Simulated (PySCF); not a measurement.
**SnHBr2F (SMILES [F][SnH]([Br])[Br]) at 6 levels**

Wanted: a comparison of 6 runs (HF/3-21G, B3LYP/def2-SVP, BLYP/def2-SVP, PBE0/def2-SVP, M06-2X/def2-SVPD, B3LYP/def2-TZVP) of SnHBr2F. Input form: a Python script.

Program for the calculation: PySCF 2.14.0.

### 1 The system as given

The species is SnHBr2F (5 atoms), meant as a singlet with charge 0. SMILES: `[F][SnH]([Br])[Br]`. Geometry: relaxed at PBE0-D4/def2-TZVP.

Bond lengths: F1–Sn2 1.905 Å, Sn2–Br3 2.443 Å, Sn2–Br4 2.443 Å, Sn2–H5 1.693 Å. Angles: F1–Sn2–Br3 105.6°, F1–Sn2–Br4 105.6°, Br3–Sn2–Br4 109.9°, F1–Sn2–H5 108.0°, Br3–Sn2–H5 113.6°, Br4–Sn2–H5 113.6°.

### 2 Energy and gradient at HF/3-21G (run 1)

Input file job.py:

```python
from pyscf import gto, scf

system = gto.Mole()
system.atom = '''
F     -0.790800     0.076800     1.711100
Sn     0.103100     0.128500     0.029800
Br     1.255300    -2.016600    -0.166100
Br    -1.665500     0.277600    -1.648600
H      1.147800     1.460300     0.032300
'''
system.max_memory = 1860
system.basis = '3-21g'
system.verbose = 3
system.spin = 0
system.build()

mf = scf.RHF(system)
mf.conv_tol = 1e-10
mf.kernel()
if not mf.converged:
    mf = mf.newton().run(mf.mo_coeff, mf.mo_occ)

energy = mf.e_tot
print(f'total energy: {energy:.8f} hartree')
grad = mf.nuc_grad_method().kernel()
mf.analyze()
```

Command:

```console
$ OMP_NUM_THREADS=1 python job.py
```

The program printed:

```text
converged SCF energy = -11215.978852412
[... 20 lines left out ...]
MO #11  energy= -57.987639126555   occ= 2
[... 14 lines left out ...]
MO #26  energy= -9.79532679770279  occ= 2
[... 14 lines left out ...]
MO #41  energy= -3.10075213370206  occ= 2
[... 14 lines left out ...]
MO #56  energy= -0.693352930473498 occ= 2
[... 14 lines left out ...]
MO #71  energy= 0.316178677896804  occ= 0
[... 14 lines left out ...]
MO #86  energy= 3.64515285707845   occ= 0
[... 6 lines left out ...]
Dipole moment(X, Y, Z, Debye):  1.90388,  2.00112, -0.65461
```

Run time: 13 s. Hardware: 1 thread of Intel Xeon at 2.70GHz, shared host; peak memory 0.17 GiB.

### 3 Energy and gradient at B3LYP/def2-SVP (core potential) (run 2)

Input file job.py:

```python
import pyscf.grad
from pyscf import gto, dft

molecule = gto.M(
    atom=[
    ('F', (-0.790800, 0.076800, 1.711100)),
    ('Sn', (0.103100, 0.128500, 0.029800)),
    ('Br', (1.255300, -2.016600, -0.166100)),
    ('Br', (-1.665500, 0.277600, -1.648600)),
    ('H', (1.147800, 1.460300, 0.032300)),
],
    ecp={'Sn': 'def2-svp'},
    basis='def2-svp',
    verbose=4,
    max_memory=1860,
)

ks = dft.RKS(molecule)
ks.xc = 'b3lyp'
ks.conv_tol = 1e-10
ks.grids.level = 5
ks.kernel()
if not ks.converged:
    ks = ks.newton().run(ks.mo_coeff, ks.mo_occ)

etot = ks.e_tot
print('E = %.10f Eh' % etot)
grad = ks.Gradients().kernel()
dip = ks.dip_moment()
pop, q = ks.mulliken_pop()
```

Command:

```console
$ OMP_NUM_THREADS=1 python job.py
```

The program printed:

```text
PySCF version 2.14.0

[... 77 lines left out ...]
converged SCF energy = -5462.57926041056
[... 13 lines left out ...]
Dipole moment(X, Y, Z, Debye):  1.54502,  1.26634, -1.08477
[... 115 lines left out ...]
charge of    4H =     -0.05822
```

Wall time 56 s (1 thread of Intel Xeon at 2.70GHz, shared host); peak memory 1.1 GiB.

Runs 3 to 5 aren't shown in full; the table further down has their settings and results.

### 4 Energy and forces at B3LYP/def2-TZVP (core potential) (run 6)

Input file calc.py:

```python
# [F][SnH]([Br])[Br]
import pyscf.grad
from pyscf import gto, dft

molecule = gto.M(
    atom='''
F     -1.494395     0.145131     3.233510
Sn     0.194831     0.242830     0.056314
Br     2.372173    -3.810822    -0.313884
Br    -3.147339     0.524588    -3.115402
H      2.169028     2.759567     0.061038
''',
    charge=0,
    max_memory=1860,
    ecp={'Sn': 'def2-svp'},
    spin=0,
    basis='def2-tzvp',
    verbose=3,
    unit='bohr',
)

myscf = dft.RKS(molecule, xc='b3lyp')
myscf.grids.level = 5
myscf.conv_tol = 1e-10
myscf.kernel()
if not myscf.converged:
    myscf = myscf.newton().run(myscf.mo_coeff, myscf.mo_occ)

e_tot = myscf.e_tot
print(f'total energy: {e_tot:.8f} hartree')
grad = myscf.Gradients().kernel()
dip = myscf.dip_moment()
pop, q = myscf.mulliken_pop()
```

Command:

```console
$ OMP_NUM_THREADS=1 python calc.py
```

The program printed:

```text
converged SCF energy = -5463.35304443657
total energy: -5463.35304444 hartree
[... 8 lines left out ...]
Dipole moment(X, Y, Z, Debye):  1.54471,  1.24201, -1.12182
[... 189 lines left out ...]
charge of    4H =     -0.02082
```

Run time: 3.1 min. Hardware: 1 thread of Intel Xeon at 2.70GHz, shared host; peak memory 2.6 GiB.

### 5 Overview of the runs

```
run                              level  core potential  integration grid    energy (Eh)  dipole moment (D)  HOMO energy (eV)  LUMO energy (eV)  wall time
  1                           HF/3-21G               –                 –  -11215.978852               2.84            -11.68              1.50       13 s
  2    B3LYP/def2-SVP (core potential)        def2-svp                 5   -5462.579260               2.27             -8.44             -2.53       56 s
  3     BLYP/def2-SVP (core potential)        def2-svp                 5   -5462.436779               2.08             -7.18             -3.01       58 s
  4     PBE0/def2-SVP (core potential)        def2-svp                 5   -5461.772961               2.34             -8.80             -2.30       60 s
  5  M06-2X/def2-SVPD (core potential)        def2-svp                 5   -5462.465034               2.42            -10.15             -1.48    2.2 min
  6   B3LYP/def2-TZVP (core potential)        def2-svp                 5   -5463.353044               2.28             -8.63             -2.74    3.1 min
```

### 6 Results

| quantity | value |
| --- | --- |
| run 6: total energy | -5463.35304 Eh |
| run 6: dipole moment | 2.28 D |
| run 6: HOMO energy | -8.63 eV |
| run 6: LUMO energy | -2.74 eV |
| run 6: HOMO–LUMO gap | 5.89 eV |
| run 6: largest force on an atom | 0.403 eV/Å |

**Reading.** The dipole moment (its size) runs from 2.08 D (BLYP/def2-SVP) to 2.84 D (HF/3-21G). The two ends differ in method and basis and core potential. The HOMO–LUMO gap runs from 4.17 eV (BLYP/def2-SVP) to 13.19 eV (HF/3-21G). Totals of different functionals can't be ranked against each other. Some runs of one species differ in core potentials or relativity; totals across that change don't compare. In run 1 relativity is left out where basis or elements ask for it. All runs together took 8.4 min, the longest 3.1 min.
